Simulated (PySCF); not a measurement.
# H12MnP4 ([Mn(PH3)4]3+): the cost of one run

Computed with PySCF 2.14.0 and routines of our own; the level stands in each step. Atoms count from 0.

### 1 The starting structure

17 atoms, charge 3, states of the metal's open shell are computed; geometry from: model geometry, bond lengths from ionic radii.

### 2 Ligand-field states: state-averaged CASSCF

What the job is given:

```
{"job": {"kind": "lf", "basis": {"metal": "x2c-TZVPall", "ligand": "x2c-SVPall"}, "nevpt": true}, "charge": 3, "metal": "Mn", "open_shell": "d4"}
Mn     0.000000     0.000000     0.000000
P      2.220000     0.000000     0.000000
H      2.908430     1.241960     0.000000
H      2.908430    -0.620980     1.075569
H      2.908430    -0.620980    -1.075569
P     -2.220000     0.000000     0.000000
H     -2.908430    -1.241960     0.000000
H     -2.908430     0.620980     1.075569
H     -2.908430     0.620980    -1.075569
P      0.000000     2.220000     0.000000
H      0.000000     2.908430     1.241960
H      1.075569     2.908430    -0.620980
H     -1.075569     2.908430    -0.620980
P     -0.000000    -2.220000     0.000000
H     -0.000000    -2.908430    -1.241960
H      1.075569    -2.908430     0.620980
H     -1.075569    -2.908430     0.620980
```

Method: state-averaged CASSCF of the metal d shell, SC-NEVPT2 on the averaged canonical orbitals, state-interaction spin-orbit coupling.

Command:

```sh
$ OMP_NUM_THREADS=1 python lf_run.py task.json out
```

The driver reads the jobs from task.json and runs them one after another.

Q: Estimate the wall time and peak memory of this first job on 1 thread of Intel Xeon 6975P-C, shared host.

About 20 s, with a peak of 0.47 GiB.
